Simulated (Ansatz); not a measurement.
Here is an Ansatz 0.2.0 calculation.

The input input.yaml:

```yaml
crystal:
  lattice:
    - [1.95495, -14.82973, 0.0]
    - [1.95495, 14.82973, 0.0]
    - [0.0, 0.0, 3.8859]
  atoms:
    - { symbol: Ta, position: [0.20437, 0.79563, 0.0] }
    - { symbol: Ta, position: [0.92451, 0.07549, 0.0] }
    - { symbol: Ta, position: [0.07549, 0.92451, 0.0] }
    - { symbol: Ta, position: [0.79563, 0.20437, 0.0] }
    - { symbol: Ni, position: [0.5, 0.5, 0.0], spin: 1.0 }
    - { symbol: O, position: [0.13987, 0.86013, 0.0] }
    - { symbol: O, position: [0.72107, 0.27893, 0.0] }
    - { symbol: O, position: [0.43645, 0.56355, 0.0] }
    - { symbol: O, position: [0.56355, 0.43645, 0.0] }
    - { symbol: O, position: [0.0, 0.0, 0.0] }
    - { symbol: O, position: [0.86013, 0.13987, 0.0] }
    - { symbol: O, position: [0.27893, 0.72107, 0.0] }
    - { symbol: O, position: [0.9279, 0.0721, 0.5] }
    - { symbol: O, position: [0.0721, 0.9279, 0.5] }
    - { symbol: O, position: [0.79436, 0.20564, 0.5] }
    - { symbol: O, position: [0.20564, 0.79436, 0.5] }
hamiltonian:
  xc: r2scan
  pseudopotentials: { kind: paw }
magnetization:
  spin_polarized: true
kpoints:
  mp_grid: { grid: [7, 7, 7] }
  band_path:
    path:
      - [[0.0, 0.0, 0.0], [0.2543445503, 0.2543445503, 0.0], [0.0, 0.5, 0.0], [0.0, 0.5, 0.5], [0.2543445503, 0.2543445503, 0.5], [0.0, 0.0, 0.5], [0.0, 0.0, 0.0], [-0.5, 0.5, 0.0], [-0.2543445503, 0.7456554497, 0.0], [-0.2543445503, 0.7456554497, 0.5], [-0.5, 0.5, 0.5], [-0.5, 0.5, 0.0]]
      - [[0.0, 0.0, 0.5], [-0.5, 0.5, 0.5]]
    npoints: 10
scf:
  occupations: { method: fermi_dirac, width: 0.05 }
  n_extra_bands: 40
output:
  forces: true
  stress: true
  eigenvalues: true
  fatbands: false
```

Potentials or basis: Ansatz PAW.

Run with:

```console
$ ansatz run input.yaml --threads 8 --pin off --max-ram 20480MiB --backend cpu --events-out ev --progress --plain --runs-dir out
```

**Question.** What does it give for the band gap on the k mesh?

**Answer.** None (metal or under the smearing width).

**Question.** What does it give for the net moment?

**Answer.** 0.86 μB per cell.

**Question.** Predict the largest force.

**Answer.** 0.155 eV/Å.

**Question.** Estimate the absolute moment.

**Answer.** 0.96 μB per cell.

Stress tensor (GPa, compression positive):
```
-4.71  0.00  0.00
 0.00 -4.57  0.00
 0.00  0.00 -5.15
```

Caveat: the magnetic or orbital state may not be the lowest; spin-orbit coupling is left out, which moves the levels of the heavy elements; a cell with one magnetic atom can't hold antiferromagnetic order, which such compounds often take; semilocal functionals often make such compounds metallic where correlation or magnetic order opens a gap, which also shifts bond lengths; the PAW data sets come from PBE, with cores solved anew for the run's functional, which leaves a small shift of forces and pressure. With open d or f shells a metallic result of r2SCAN can be an artefact of self-interaction; +U or a hybrid may open a gap.
